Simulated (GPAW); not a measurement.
Runs of GPAW 26.7.0 on Zn4TeO3. It takes space group Amm2 (No. 38, orthorhombic). Conventional cell: a = 3.371 Å, b = 7.289 Å, c = 10.359 Å, α = 90.00°, β = 90.00°, γ = 90.00°. Te (site symmetry mm2) is surrounded by 4 Zn at 2.55 to 2.58 Å. Around Zn (site symmetry mm2) lie 2 O at 1.97 Å. Zn (site symmetry m) has 3 O at 2.06 to 2.09 Å as nearest neighbours. Zn (site symmetry mm2) has 4 O at 2.10 to 2.25 Å as nearest neighbours. O (site symmetry mm2) has 4 Zn at 2.09 to 2.10 Å as nearest neighbours. O (site symmetry m) has 4 Zn at 1.97 to 2.25 Å as nearest neighbours. The cell comes from a database or a generator and needn't be the stable form of this composition.

```tsv
task	level	potentials or basis	k mesh	band path	band points	mesh quality	pressure (GPa)	largest force (eV/Å)
band structure	LDA	the program's PAW data sets (release 1.2.1) made for this functional, pw	5 × 3 × 3	GXSRAZGYX1A1TY,ZT	100	coarse	(a)	0.55
band structure	PBEsol	PAW data sets generated in the run's folder for this functional, pw	5 × 3 × 3	GXSRAZGYX1A1TY,ZT	100	coarse	(b)	0.27
single point	PBEsol	PAW data sets generated in the run's folder for this functional, pw	8 × 5 × 5	-	-	not flagged	-5.1	0.28
band structure	PBE	GPAW PAW data sets (gpaw-data 1.2.1), pw	5 × 3 × 3	GXSRAZGYX1A1TY,ZT	100	coarse	(c)	0.09
```

Alike in all rows: no spin polarisation; cell as given; cutoff (eV) 800; smearing fermi-dirac 0.05 eV.

Task: Estimate the missing entries.

Result: (a) -9.4; (b) -5.3; (c) -0.7.

Caveats: some runs use coarse meshes.

Not every run made on this cell is shown here.
